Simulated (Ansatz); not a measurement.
# RbLaO: the cost of one run

Computed with Ansatz 0.2.0 (reference: DFT r2SCAN, plane waves, PAW, scalar-relativistic, no spin polarisation, unless a step's input says otherwise).

### Step 1. The structure to begin with

Symmetry: P4/nmm, No. 129, tetragonal system. The conventional cell has a = 4.454 Å, b = 4.454 Å, c = 7.685 Å, α = 90.00°, β = 90.00°, γ = 90.00°. Around O (site symmetry -4m2) lie 4 La at 2.85 Å and 4 Rb at 3.50 Å. La (site symmetry 4mm) is surrounded by 4 O at 2.85 Å and 5 Rb at 3.21 to 3.29 Å. Rb (site symmetry 4mm) has 5 La at 3.21 to 3.29 Å and 4 O at 3.50 Å as nearest neighbours.

Structure file:

```
O La Rb
1.0
     4.45427    0.00000    0.00000
     0.00000    4.45427    0.00000
     0.00000    0.00000    7.68478
O La Rb
2 2 2
Direct
  0.75000 0.25000 0.00000
  0.25000 0.75000 0.00000
  0.25000 0.25000 0.23050
  0.75000 0.75000 0.76950
  0.25000 0.25000 0.64800
  0.75000 0.75000 0.35200
```

### Step 2. The reference run

The input, input.yaml:

```yaml
crystal:
  lattice:
    - [4.454274, 0.0, 0.0]
    - [0.0, 4.454274, 0.0]
    - [0.0, 0.0, 7.684775]
  atoms:
    - { symbol: O, position: [0.75, 0.25, 0.0] }
    - { symbol: O, position: [0.25, 0.75, 0.0] }
    - { symbol: La, position: [0.25, 0.25, 0.2305] }
    - { symbol: La, position: [0.75, 0.75, 0.7695] }
    - { symbol: Rb, position: [0.25, 0.25, 0.648] }
    - { symbol: Rb, position: [0.75, 0.75, 0.352] }
  symmetry: { tolerance: 0.0003 }
kpoints:
  mp_grid: { grid: [4, 4, 3], shift: [0, 0, 0] }
magnetization:
  spin_polarized: false
scf:
  occupations: { method: fermi_dirac, width: 0.1302 }
hamiltonian:
  pseudopotentials: { kind: paw }
  xc: r2scan
basis:
  ecutwfc: 500
output:
  forces: true
  stress: true
  eigenvalues: true
  write_density: true
  write_potential: true
  elf: true
  volumetric_format: npy
```

Command:

```
> ansatz run input.yaml --threads 1 --pin off --max-ram 2560MiB --backend cpu --events-out ev --progress --plain --runs-dir out
```

**Question.** How long does this run take on 1 thread of AMD EPYC 7R43 (Zen 3), shared host, and how much memory does it need?

About 15 s, with a peak of 0.82 GiB.
